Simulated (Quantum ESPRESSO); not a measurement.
Runs of Quantum ESPRESSO 7.5 on GaGe. Symmetry: F-43m, No. 216, cubic system. Conventional cell: a = 5.796 Å, b = 5.796 Å, c = 5.796 Å, α = 90.00°, β = 90.00°, γ = 90.00°. Ge (site symmetry -43m) has 4 Ga at 2.51 Å as nearest neighbours. Ga (site symmetry -43m) is surrounded by 4 Ge at 2.51 Å. The cell comes from a database or a generator and needn't be the stable form of this composition.

```tsv
task	level	potentials or basis	cell	k mesh	cutoff (eV)	smearing	form of the LDA correlation	SCF threshold	symmetry	q mesh	gap on the mesh (eV)	pressure (GPa)
band structure	LDA	GBRV 1.5 LDA	as given	8 × 8 × 8	762	fermi-dirac 0.05 eV	PZ81	4e-10 Ry	-	-	none	(a)
band structure	r2SCAN	SG15 PBE 1.2	as given	6 × 6 × 6	1197	fermi-dirac 0.05 eV	-	1e-08 Ry	off	-	none	-4.3
phonons	LDA	JTH 2.0 LDA	relaxed	8 × 8 × 8	735	methfessel-paxton 0.2 eV	PW92	4e-10 Ry	-	-	none	0.0
phonon dispersion	PBEsol	PseudoDojo 0.4.1 SR PBEsol standard	relaxed	6 × 6 × 6	1088	cold 0.2 eV	-	4e-10 Ry	-	2 × 2 × 2	none	0.0
phonons	PBEsol	PseudoDojo 0.4.1 SR PBEsol standard	relaxed	8 × 8 × 8	1088	gaussian 0.136 eV	-	4e-10 Ry	-	-	none	0.0
phonons	PBE	JTH 2.0 PBE	relaxed	8 × 8 × 8	735	cold 0.136 eV	-	4e-10 Ry	-	-	none	0.0
phonons	PW91	JTH 2.0 PBE	relaxed	7 × 7 × 7	735	gaussian 0.2 eV	-	4e-10 Ry	-	-	none	0.0
```

Alike in all rows: no spin polarisation.

Question: Estimate the missing entries.

Answer: (a) -4.1.

Caveats: the potentials were made for another functional, which shifts forces and pressure (some runs); the mesh is thin for the phonons of a metal (some runs).

A k mesh can miss the band edges, and the runs leave out spin-orbit coupling on Ga, Ge.

A gap of «none» marks a metal or a gap under the smearing width.

Not every run made on this cell is shown here.
